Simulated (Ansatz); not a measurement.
# H3C5I2N (C5H3I2N): the cost of one run

Method: DFT r2SCAN, scalar-relativistic, plane waves, PAW, in Ansatz 0.2.0.

1 further run of the same task is left out (set aside as unsound or not needed).

## 1. Starting point

The structure is orthorhombic, space group Fmm2 (No. 42). The conventional cell has a = 6.735 Å, b = 17.029 Å, c = 6.136 Å, α = 90.00°, β = 90.00°, γ = 90.00°. H (site symmetry m) has 1 C at 1.09 Å as nearest neighbours. H (site symmetry mm2) has 1 C at 1.09 Å as nearest neighbours. C (site symmetry m) has 1 N at 1.33 Å and 1 C at 1.39 Å as nearest neighbours. C (site symmetry m) is surrounded by 1 H at 1.09 Å. C (site symmetry mm2) has 1 H at 1.09 Å as nearest neighbours. I (site symmetry m) has 1 C at 2.13 Å as nearest neighbours. N (site symmetry mm2) is surrounded by 2 C at 1.33 Å.

As a file:

```
CELL_PARAMETERS angstrom
0.00000 8.51426 3.06801
3.36747 0.00000 3.06801
3.36747 8.51426 0.00000
ATOMIC_POSITIONS crystal
H 0.24219 0.49580 0.50420
H 0.49580 0.24219 0.75781
H 0.16163 0.16163 0.83837
C 0.61420 0.74760 0.25240
C 0.74760 0.61420 0.38580
C 0.38325 0.52487 0.47513
C 0.52487 0.38325 0.61675
C 0.34000 0.34000 0.66000
I 0.69438 0.03880 0.96120
I 0.03880 0.69438 0.30562
N 0.79278 0.79278 0.20722
```

This cell was relaxed beforehand with the same method: volume 15.99 Å³/atom, gap on the mesh 2.84 eV.

Reference energy of this cell: -16711.8797 eV (11 atoms, 4×4×4 mesh, zero smearing).

## 2. With r2SCAN

Cell and atoms are relaxed anew from the first level's result.

Contents of input.yaml:

```yaml
crystal:
  lattice:
    - [0.0, 8.5142575823, 3.0680088565]
    - [3.3674670929, 0.0, 3.0680088565]
    - [3.3674670929, 8.5142575823, 0.0]
  atoms:
    - { symbol: H, position: [0.2421927015, 0.4957980496, 0.5042019504] }
    - { symbol: H, position: [0.4957980496, 0.2421927015, 0.7578072985] }
    - { symbol: H, position: [0.1616270763, 0.1616270763, 0.8383729237] }
    - { symbol: C, position: [0.6142003637, 0.7475999072, 0.2524000928] }
    - { symbol: C, position: [0.7475999072, 0.6142003637, 0.3857996363] }
    - { symbol: C, position: [0.3832520893, 0.5248710826, 0.4751289174] }
    - { symbol: C, position: [0.5248710826, 0.3832520893, 0.6167479107] }
    - { symbol: C, position: [0.3400022159, 0.3400022159, 0.6599977841] }
    - { symbol: I, position: [0.6943789556, 0.0387956443, 0.9612043557] }
    - { symbol: I, position: [0.0387956443, 0.6943789556, 0.3056210444] }
    - { symbol: "N", position: [0.7927819142, 0.7927819142, 0.2072180858] }
basis:
  ecutwfc: 500
kpoints:
  mp_grid: { grid: [4, 4, 4] }
hamiltonian:
  xc: r2scan
scf:
  occupations: { method: gaussian, width: 0.02 }
output:
  forces: true
  stress: true
  eigenvalues: true
  write_density: true
  write_potential: true
  elf: true
  volumetric_format: npy
relax:
  adjacent_minimum: "off"
  f_tol: 0.02
  max_steps: 50
  cell: { stress_tol: 0.03 }
```

Run with:

```
ansatz run input.yaml --threads 2 --pin off --max-ram 5120MiB --backend cpu --events-out ev --progress --plain --runs-dir out
```

Q: Estimate wall time and peak memory on 2 threads of Arm Neoverse V2, shared host.

About 1.8 min, with a peak of 0.82 GiB.
